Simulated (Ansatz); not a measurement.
# BGeH7Si2: the cost of one run

Computed with Ansatz 0.2.0, driven from Python. Level of theory: r2SCAN0/def2-SVP.

## (1) Starting point

Bond lengths: Ge1–Si2 2.254 Å, Si2–B3 1.984 Å, Si2–Si4 2.128 Å, B3–Si4 2.027 Å, Ge1–H5 1.597 Å, Ge1–H6 1.593 Å, Ge1–H7 1.563 Å, Si2–H8 1.428 Å, B3–H9 1.248 Å, Si4–H10 1.416 Å, Si4–H11 1.459 Å. Angles (14 of 21 angles, heavy atoms first): Ge1–Si2–B3 110.3°, Ge1–Si2–Si4 112.7°, B3–Si2–Si4 58.9°, Si2–B3–Si4 64.1°, Si2–Si4–B3 57.0°, Ge1–Si2–H8 123.0°, B3–Si2–H8 113.1°, Si4–Si2–H8 120.8°, Si2–Ge1–H5 110.6°, Si2–Ge1–H6 111.3°, Si2–Ge1–H7 111.9°, Si2–B3–H9 150.2°, Si4–B3–H9 145.7°, Si2–Si4–H10 115.6°.

No structure file is read: the coordinates are typed or built in the script.

## (2) The code

run_torsion.py reads:

```python
"""Rigid torsion scan of BGeH7Si2."""

import ansatz
from ase import Atoms

BASIS_SET = "def2-SVP"
FUNCTIONAL = "R2SCAN0"
FMAX = 0.02

atoms = Atoms(["Ge", "Si", "B", "Si", "H", "H", "H", "H", "H", "H", "H"], positions=[
    (-1.2599, 1.3468, -0.4644),
    (-0.5473, -0.6951, 0.1704),
    (1.0056, -0.5317, 1.3946),
    (1.4281, -1.1187, -0.4986),
    (-2.163, 1.243, -1.7777),
    (-2.1677, 2.017, 0.6594),
    (-0.0677, 2.3147, -0.7569),
    (-1.4375, -1.7505, 0.5335),
    (1.4749, -0.2507, 2.5168),
    (2.0597, -0.0877, -1.2362),
    (1.7403, -2.5442, -0.5203),
])

# relax first, so that the scan starts from a minimum
first = (
    ansatz.Crystal.molecule_from_ase(atoms).calculation()
    .basis(gaussian=BASIS_SET)
    .functional(FUNCTIONAL)
    .relax(force_tolerance=FMAX, max_steps=80)
)
atoms.positions = first.run().report["positions_ang"]

start = atoms.get_dihedral(2, 1, 0, 4)
energies = {}
for turn in range(0, 121, 15):
    turned = atoms.copy()
    turned.set_dihedral(2, 1, 0, 4, start + turn, indices=[0, 4, 5, 6])
    calc = (
        ansatz.Crystal.molecule_from_ase(turned).calculation()
        .basis(gaussian=BASIS_SET)  # the orbital basis, by name
        .functional(FUNCTIONAL)
    )
    energies[round((start + turn) % 360)] = calc.run().report["free_energy_ev"]
floor = min(energies.values())
print("dihedral B2-Si1-Ge0-H4 (deg)   E - E(min) (kcal/mol)")
for angle, e in sorted(energies.items()):
    print(f"{angle:8d} {23.060548 * (e - floor):14.3f}  " + "#" * int(30 * (e - floor) / max(max(energies.values()) - floor, 1e-9)))
```

## (3) What the engine is handed

The package turns the script's settings into the engine's input (first run):

```yaml
crystal:
  periodic: [false, false, false]
  atoms:
    - { symbol: Ge, position_ang: [-1.2599, 1.3468, -0.4644] }
    - { symbol: Si, position_ang: [-0.5473, -0.6951, 0.1704] }
    - { symbol: B, position_ang: [1.0056, -0.5317, 1.3946] }
    - { symbol: Si, position_ang: [1.4281, -1.1187, -0.4986] }
    - { symbol: H, position_ang: [-2.163, 1.243, -1.7777] }
    - { symbol: H, position_ang: [-2.1677, 2.017, 0.6594] }
    - { symbol: H, position_ang: [-0.0677, 2.3147, -0.7569] }
    - { symbol: H, position_ang: [-1.4375, -1.7505, 0.5335] }
    - { symbol: H, position_ang: [1.4749, -0.2507, 2.5168] }
    - { symbol: H, position_ang: [2.0597, -0.0877, -1.2362] }
    - { symbol: H, position_ang: [1.7403, -2.5442, -0.5203] }
basis:
  gaussian:
    orbitals: def2-SVP
hamiltonian:
  xc: r2scan0
relax:
  f_tol: 0.02
  max_steps: 80
```

## (4) Launch

Started as:

```console
> python run_torsion.py
```

Q: Estimate wall time and peak memory on 1 thread of Arm Neoverse N1, shared host.

About 8.8 min, with a peak of 0.39 GiB.
